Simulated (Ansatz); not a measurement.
# CH₆GeOSi: up Jacob's ladder to CCSD(T)

An exercise on one series of results from a longer session: the logs are not shown, and one member is left open.

Program: Ansatz 0.2.0, Gaussian basis. Level of theory: functionals in def2-TZVPP, the program's frozen cores in correlated methods. These are calculated values, not measurements.

Plan: PBE-D4, r2SCAN-D4, PBE0-D4, B3LYP-D4, ωB97X-V, ωB97M-V, B2PLYP; CCSD(T)/def2-TZVPP; MP2/def2-QZVPP; extrapolation to the limit.

### Structure used throughout

An earlier PBE0-D4 in a triple-zeta def2 set relaxation fixed the geometry.

10 atoms, charge 0, spin multiplicity 1.

Atoms are counted from 1 here; the program's logs count them from 0.

Bond lengths: O1–Ge2 1.784 Å, O1–H5 0.959 Å, Ge2–C3 1.983 Å, Ge2–Si4 2.303 Å, Ge2–H6 1.533 Å, C3–Si4 1.893 Å, C3–H7 1.088 Å, C3–H8 1.087 Å, Si4–H9 1.483 Å, Si4–H10 1.482 Å. Angles: Ge2–O1–H5 111.6°, O1–Ge2–C3 111.2°, O1–Ge2–Si4 120.1°, O1–Ge2–H6 111.2°, C3–Ge2–Si4 51.8°, C3–Ge2–H6 117.5°, Si4–Ge2–H6 127.8°, Ge2–C3–Si4 72.9°, Ge2–C3–H7 114.4°, Ge2–C3–H8 117.8°, Si4–C3–H7 116.2°, Si4–C3–H8 118.6°, H7–C3–H8 111.9°, Ge2–Si4–C3 55.4°, Ge2–Si4–H9 121.7°, Ge2–Si4–H10 120.9°, C3–Si4–H9 117.3°, C3–Si4–H10 116.8° and more.

Geometry (Å):

```xyz
10

O    -1.3284    1.5817   -1.0368
Ge   -0.4110    0.9067    0.3367
C     1.1765   -0.1029   -0.2902
Si   -0.0219   -1.3594    0.4639
H    -2.2536    1.3308   -1.0000
H    -0.1949    1.9596    1.4297
H     1.2904   -0.1360   -1.3721
H     2.1236    0.0785    0.2120
H     0.3832   -2.0105    1.7332
H    -0.6811   -2.2995   -0.4737
```

The first run:

Contents of in.yaml:

```yaml
crystal:
  periodic: [false, false, false]
  atoms:
    - {symbol: O, position_ang: [-1.328389, 1.581743, -1.036752]}
    - {symbol: Ge, position_ang: [-0.410955, 0.906697, 0.336731]}
    - {symbol: C, position_ang: [1.176546, -0.102922, -0.290161]}
    - {symbol: Si, position_ang: [-0.021894, -1.359444, 0.463926]}
    - {symbol: H, position_ang: [-2.253595, 1.330797, -0.999954]}
    - {symbol: H, position_ang: [-0.194859, 1.959629, 1.429725]}
    - {symbol: H, position_ang: [1.290391, -0.136047, -1.372140]}
    - {symbol: H, position_ang: [2.123645, 0.078489, 0.212036]}
    - {symbol: H, position_ang: [0.383246, -2.010500, 1.733224]}
    - {symbol: H, position_ang: [-0.681136, -2.299542, -0.473737]}
basis:
  gaussian: {orbitals: def2-TZVPP}
hamiltonian: {xc: pbe, dispersion: d4}
output: {forces: true, orbitals: {seedname: orbitals}}
```

The run is started by

```bash
ansatz run in.yaml --threads 4 --pin off --events-out ev --progress --plain --max-ram 10444MiB
```

Steps of the session up to this table: PBE-D4 (GGA); r2SCAN-D4 (meta-GGA); PBE0-D4 (hybrid); B3LYP-D4 (hybrid); ωB97X-V (range-separated); ωB97M-V (range-separated); B2PLYP (double hybrid); CCSD(T) in def2-TZVPP; MP2 in def2-QZVPP.

One table of the session follows, with a row left open; its other results are not shown here.

```
            method  atomisation energy (kcal/mol)
            PBE-D4                          785.0
         r2SCAN-D4                          781.0
           PBE0-D4                          773.1
          B3LYP-D4                          772.3
           ωB97X-V                          782.1
           ωB97M-V                          776.2
            B2PLYP                          766.0
     HF/def2-TZVPP                          550.5
    MP2/def2-TZVPP                          768.3
   CCSD/def2-TZVPP                          748.8
CCSD(T)/def2-TZVPP                              ?
           MP2/CBS                          788.6
       CCSD(T)/CBS                          781.5
```

**Question.** Estimate the row for CCSD(T)/def2-TZVPP.

As computed: atomisation energy (kcal/mol): 761.1. In the column «atomisation energy (kcal/mol)» it lies between CCSD/def2-TZVPP (748.8) and B2PLYP (766.0).

Among the levels timed on like hardware and quicker than the yardstick, those that no quicker one beats, quickest first: PBE-D4 (1.9 s, +3.6 kcal/mol); r2SCAN-D4 (2.8 s, -0.5 kcal/mol).

B2PLYP carry no dispersion term (for B3LYP, D4 adds 8.0 kcal/mol).

To keep in mind: Free atoms (1 O, 1 Ge, 1 C, 1 Si, 6 H) were run apart at each level; the atomisation energy is their sum less the molecule, without zero-point or spin-orbit terms.
